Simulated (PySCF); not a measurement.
# Sm2S3: other functionals and bases at one geometry

An exercise on one series of results from a longer session: the logs are not shown, and one member is left open.

Computed with PySCF 2.14.0. Level: several levels, as the steps say, no spin–orbit coupling.

4 further runs of the same task are left out: 2 for a known fault of the program, 2 that didn't finish.

### Where the work starts

5 atoms, charge 0, spin multiplicity 1.

Bond lengths: Sm1–Sm2 3.189 Å, Sm1–S3 2.606 Å, Sm1–S4 2.606 Å, Sm1–S5 2.606 Å, Sm2–S3 2.606 Å, Sm2–S4 2.606 Å, Sm2–S5 2.606 Å. Angles: Sm2–Sm1–S3 52.3°, Sm2–Sm1–S4 52.3°, Sm2–Sm1–S5 52.3°, S3–Sm1–S4 86.5°, S3–Sm1–S5 86.5°, S4–Sm1–S5 86.5°, Sm1–Sm2–S3 52.3°, Sm1–Sm2–S4 52.3°, Sm1–Sm2–S5 52.3°, S3–Sm2–S4 86.5°, S3–Sm2–S5 86.5°, S4–Sm2–S5 86.5°, Sm1–S3–Sm2 75.4°, Sm1–S4–Sm2 75.4°, Sm1–S5–Sm2 75.4°.

Geometry (Å):

```xyz
5
charge 0, multiplicity 1
Sm    0.00000    0.00000    1.59429
Sm    0.00000    0.00000   -1.59429
S     2.06096   -0.00001    0.00000
S    -1.03048    1.78485    0.00000
S    -1.03049   -1.78484    0.00000
```

Formal oxidation states: Sm +3. Each metal's 5 4f electrons lie in its core potential, so multiplicities, spins and levels count the valence alone. An earlier session relaxed this geometry at r2SCAN, Sm lcecp-1-SVP with ECP51, S def2-SVP (singlet, point group D3h).

At r2SCAN on the finer grid: E = -1263.884398 Eh, HOMO -4.38 eV, LUMO -2.28 eV, Mulliken charge on Sm1 +0.79 e, largest force component 0.009 eV/Å. 

Levels to run: wB97X; M06-L; BLYP; CAM-B3LYP; r2SCAN, TZVP. Hardware: 2 threads of Arm Neoverse V1, shared host.

The first run:

The input, run.py (the lines that set the calculation):

```python
mol = gto.M(atom='''
Sm     0.00000     0.00000     1.59429
Sm     0.00000     0.00000    -1.59429
S      2.06096    -0.00001     0.00000
S     -1.03048     1.78485     0.00000
S     -1.03049    -1.78484     0.00000''',
    basis={'Sm': 'lcecp-1-SVP', 'S': 'def2-SVP'},
    ecp={'Sm': 'lcecp-1-SVP'},
    charge=0, spin=0)
mf = dft.RKS(mol, xc='WB97X')
mf.grids.atom_grid = (75, 302)  # f atoms: unpruned, at least (60, 302)
mf = mf.density_fit()  # fitting sets: Sm AutoAux, S def2-universal-JKFIT
mf.conv_tol = 1e-08; mf.max_cycle = 55
mf.kernel(dm0)  # dm0: the density of the relaxed state
```

Launch:

```bash
OMP_NUM_THREADS=2 python run.py
```

Steps of the session up to this table: wB97X; M06-L; BLYP; CAM-B3LYP; r2SCAN, TZVP.

One table of the session follows, with a row left open; its other results are not shown here.

| level | HOMO (eV) | gap (eV) | charge on Sm1 (e) | largest force component (eV/Å) |
| --- | --- | --- | --- | --- |
| r2SCAN (relaxed here) | -4.38 | 2.11 | 0.79 | 0.01 |
| wB97X | -7.12 | 6.93 | 0.81 | 0.23 |
| M06-L | ? | ? | ? | ? |
| BLYP | -3.99 | 1.66 | 0.60 | 0.51 |
| CAM-B3LYP | -6.19 | 4.98 | 0.75 | 0.10 |
| r2SCAN, TZVP | -4.44 | 2.19 | 1.13 | 0.17 |

**Question.** Estimate the row for M06-L.

As computed: HOMO (eV): -4.20; gap (eV): 2.06; charge on Sm1 (e): 0.96; largest force component (eV/Å): 0.12. In the column «HOMO (eV)» it lies between r2SCAN (relaxed here) (-4.38) and BLYP (-3.99).

In one basis the HOMO–LUMO gap runs from 1.66 eV (BLYP) to 6.93 eV (wB97X). The largest leftover force, 0.51 eV/Å with BLYP, stands at a geometry relaxed at another level. With 4f in the core, its levels are missing from HOMO and gap, and its count is fixed, so no charge can pass from the ligands into it. Total energies of different levels can't be compared.
